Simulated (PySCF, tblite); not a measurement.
**C₄H₈F₃PSi: geometry, infrared bands and NMR shifts**

What infrared bands and NMR shifts should C₄H₈F₃PSi (`C[SiH2]P(C)C(F)=C(F)F`) show?

The runs use tblite 0.8.0 and PySCF 2.14.0, with density-fitted response routines of our own; the level of theory stands in each step. All values are computed, except where a source is named. Atoms count from 0, in the outputs and in this text.

### Step 1. Starting geometry

17 atoms, charge 0, multiplicity 1; geometry from: force field or distance geometry start.

Bonds of the start (Å): C0–Si1 1.85, Si1–P2 2.21, P2–C3 1.85, P2–C4 1.85, C4–F5 1.35, C4–C6 1.33, C6–F7 1.35, C6–F8 1.36, C0–H9 1.10, C0–H10 1.08, C0–H11 1.09, Si1–H12 1.50, Si1–H13 1.48, C3–H14 1.10, C3–H15 1.07, C3–H16 1.09.

### Step 2. Optimising the geometry with GFN2-xTB

What the job is given:

```
{"job": {"kind": "relax", "xc": "GFN2-xTB", "basis": "xTB"}, "charge": 0, "multiplicity": 1}
C      2.159600    -1.190200    -0.465000
Si     1.339000     0.471100    -0.434500
P     -0.827100     0.265900    -0.818700
C     -1.349900     2.025700    -0.610500
C     -1.383300    -0.434400     0.795500
F     -1.838400     0.413100     1.738800
C     -1.374200    -1.740700     1.045800
F     -0.933600    -2.633600     0.139700
F     -1.792700    -2.187500     2.255400
H      1.765000    -1.844100     0.328800
H      3.229300    -1.100500    -0.320700
H      1.985300    -1.693900    -1.420700
H      1.514100     1.116400     0.907800
H      1.915600     1.352400    -1.472700
H     -0.999300     2.460900     0.341100
H     -0.976000     2.637400    -1.411300
H     -2.440400     2.093700    -0.608600
```

Run with:

```
OMP_NUM_THREADS=1 python probes_run.py task.json out
```

One launch serves the whole session: the jobs run in the order shown.

**Question.** This job is followed by: GFN2-xTB harmonic vibrations, gas phase; GIAO PBE0/pcSseg-1 NMR shielding, non-relativistic, gas phase. Predict these results of the whole session: strongest single infrared mode (GFN2-xTB); zero-point energy (GFN2-xTB); 13C shifts against TMS (PBE0/pcSseg-1); 1H shifts against TMS (PBE0/pcSseg-1, means over atoms taken as alike); 29Si shifts against TMS (PBE0/pcSseg-1); 31P shifts against H3PO4 (PBE0/pcSseg-1); 19F shifts against CFCl3 (PBE0/pcSseg-1).

The runs gave:

```
                                                              quantity                        value
                             strongest single infrared mode (GFN2-xTB)        2198 cm⁻¹, 253 km/mol
                                          zero-point energy (GFN2-xTB)                68.2 kcal/mol
                                13C shifts against TMS (PBE0/pcSseg-1)  169.9, 134.4, 3.3, -8.3 ppm
1H shifts against TMS (PBE0/pcSseg-1, means over atoms taken as alike)         4.33, 1.44, 0.33 ppm
                               29Si shifts against TMS (PBE0/pcSseg-1)                    -41.9 ppm
                              31P shifts against H3PO4 (PBE0/pcSseg-1)                   -143.2 ppm
                              19F shifts against CFCl3 (PBE0/pcSseg-1)    -86.3, -112.5, -200.9 ppm
```

What this shows: Relaxing lowered the energy by 0.213 eV in 106 steps; the close pair that moved most is Si1–P2, from 2.209 to 2.265 Å. No mode is imaginary among the 45: a minimum at this level. The strongest single mode, at 2198 cm⁻¹, moves mainly H12. Unscaled tight-binding wavenumbers are off by several per cent, some by more. Its intensities can rank the bands wrongly.
